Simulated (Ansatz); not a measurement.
**AlH4SbSi: rigid scan of one bond length**

How does the energy of AlH4SbSi change as one bond is stretched? The task is a rigid scan of one bond length, for AlH4SbSi. SMILES: [AlH]1[SiH2][SbH]1.

Program: Ansatz 0.2.0 through its Python package. Level of theory: B3LYP/def2-SVP. These are calculated values, not measurements.

## 1. Starting point

Bond lengths: Al1–Si2 2.384 Å, Al1–Sb3 2.607 Å, Si2–Sb3 2.447 Å, Al1–H4 1.560 Å, Si2–H5 1.453 Å, Si2–H6 1.487 Å, Sb3–H7 1.769 Å. Angles: Al1–Si2–Sb3 65.3°, Al1–Si2–H5 114.1°, Al1–Si2–H6 114.4°, Sb3–Si2–H5 116.0°, Sb3–Si2–H6 116.4°, H5–Si2–H6 119.0°, Si2–Al1–Sb3 58.5°, Si2–Al1–H4 148.5°, Sb3–Al1–H4 153.0°, Al1–Sb3–Si2 56.2°, Al1–Sb3–H7 91.3°, Si2–Sb3–H7 92.8°.

Input file alh4sbsi.xyz:

```xyz
7

Al   -1.07900   -0.66030   -0.74180
Si    0.26780    1.02690    0.27060
Sb    1.50880   -0.91360   -0.55500
H    -2.49390   -1.14250   -1.18850
H     0.11650    1.12110    1.71250
H     0.38690    2.27680   -0.52560
H     1.35410   -1.77640    0.98200
```

## 2. The code

Input file scan_alh4sbsi.py:

```python
# -*- coding: utf-8 -*-
"""Potential curve of AlH4SbSi along one bond."""

import ansatz
import matplotlib.pyplot as plt
import numpy as np

BASIS_SET = "def2-SVP"
FUNCTIONAL = "B3LYP"


def main():
    system = ansatz.Crystal.molecule_from_extxyz("alh4sbsi.xyz")

    symbols = [site.symbol for site in system.cartesian_sites]
    start = np.array([site.position_ang for site in system.cartesian_sites])
    axis = (start[5] - start[1]) / np.linalg.norm(start[5] - start[1])
    moving = [5]
    lengths, energies = [1.308, 1.368, 1.427, 1.487, 1.546, 1.606, 1.665, 1.754], []
    for length in lengths:
        xyz = start.copy()
        xyz[moving] += (length - np.linalg.norm(start[5] - start[1])) * axis
        point = ansatz.Crystal.molecule()
        for symbol, place in zip(symbols, xyz):
            point = point.atom(symbol, place.tolist())
        job = (
            point.calculation()
            .basis(gaussian=BASIS_SET)
            .functional(FUNCTIONAL)
        )
        rep = job.run(threads=1).report
        energies.append(rep["free_energy_ev"])
        print(f"r = {length:6.3f} A  E = {energies[-1]:.5f} eV  <S^2> = {abs(rep['mean_field']['state']['spin_squared']):.3f}")

    # quartic fit about the minimum
    fit = np.polynomial.Polynomial.fit(lengths, np.array(energies) - min(energies), 4).convert()
    roots = [r.real for r in fit.deriv().roots() if abs(r.imag) < 1e-9 and fit.deriv(2)(r.real) > 0]
    r_e = min(roots, key=lambda r: abs(r - lengths[int(np.argmin(energies))]))
    print(f"minimum of the fit at {r_e:.4f} A, force constant {fit.deriv(2)(r_e):.2f} eV/A^2")
    plt.figure(figsize=(4.5, 3))
    plt.plot(lengths, np.array(energies) - min(energies), "o-")
    plt.xlabel("bond length (A)")
    plt.ylabel("E - E(min) (eV)")
    plt.tight_layout()
    plt.savefig("scan.png", dpi=100)


if __name__ == "__main__":
    main()
```

## 3. Running it

Run with:

```console
python scan_alh4sbsi.py
```

Without the output at hand: what should come out? Wanted: range of energy; lowest point, distance.

As calculated:

| quantity | value |
| --- | --- |
| bond length at the fit's minimum | 1.4910 Å |
| runs compared | 8 |
| range of energy | 0.415 eV |
| lowest point, distance (Å) | 1.49 |

The lowest point, at 1.49, lies inside the range. The ends stand 0.39 and 0.415 eV above it. The distance scanned is the script's pair 1, 5. Notes:
- The rest of the molecule is held rigid at a force-field or estimated start geometry, and the basis set is modest; single-reference methods fail as a bond breaks.
- def2 sets replace the cores of elements past krypton by effective core potentials.
- b3lyp holds the VWN-RPA fit, as in Gaussian; the form of ORCA and Turbomole is b3lyp5.
- The orbitals are restricted, so S² is zero by construction.
